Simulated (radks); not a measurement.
# The Coulomb parameter U of the 3d shell of Ti

An exercise on one series of results from a longer session: the logs are not shown, and one member is left open.

Method: Dirac Kohn-Sham, PBE, spin-unpolarised, spherical densities, finite nucleus; open shells are shared between the two j in proportion to 2j + 1. Code: radks (a radial shooting solver on a logarithmic mesh, Libxc functionals) version 1.

### The atom as given

| Property | Result |
| --- | --- |
| element | titanium (Z = 22) |
| charge | 0 |
| electrons | 22 |
| configuration | [Ar] 3d1 4s2 4p1 |
| nuclear rms radius | 3.5921 fm |

Outer shells as boxes (Hund's rule):

Ti
```
[Ar] core
3d [↑ ][  ][  ][  ][  ]
4s [↑↓]
4p [↑ ][  ][  ]
```

The first run:

Input:

```text
Z 22
configuration [Ar] 3d1 4s2 4p1
relativity Dirac
functional pbe,pbe
spin unpolarised
j_filling average
nucleus finite rms 3.5921 fm
c 137.035999084
```

Among the steps run: Start: [Ar] 3d1 4s2 4p1.

One table of the session follows, with a row left open; its other results are not shown here.

It belongs to the step «Start: [Ar] 3d1 4s2 4p1». Sizes of the orbitals, from the radial functions (bohr):

| level | <r> | outermost maximum (interpolated) | 90 % within | nodes |
| --- | --- | --- | --- | --- |
| 3s1/2 | 0.9963 | 0.866 | 1.49 | 2 |
| 3p1/2 | 1.061 | 0.891 | 1.63 | 1 |
| 3p3/2 | 1.069 | 0.897 | 1.64 | 1 |
| 3d3/2 | 1.379 | 0.938 | 2.36 | 0 |
| 3d5/2 | 1.382 | 0.940 | 2.37 | 0 |
| 4s1/2 | 3.198 | 2.72 | 4.77 | 3 |
| 4p1/2 | 4.130 | 3.35 | 6.33 | 2 |
| 4p3/2 | ? | ? | ? | ? |

**Question.** Estimate the row for 4p3/2.

**Answer.** <r>: 4.159; outermost maximum (interpolated): 3.37; 90 % within: 6.38; nodes: 2. In the column «<r>» it is the highest.
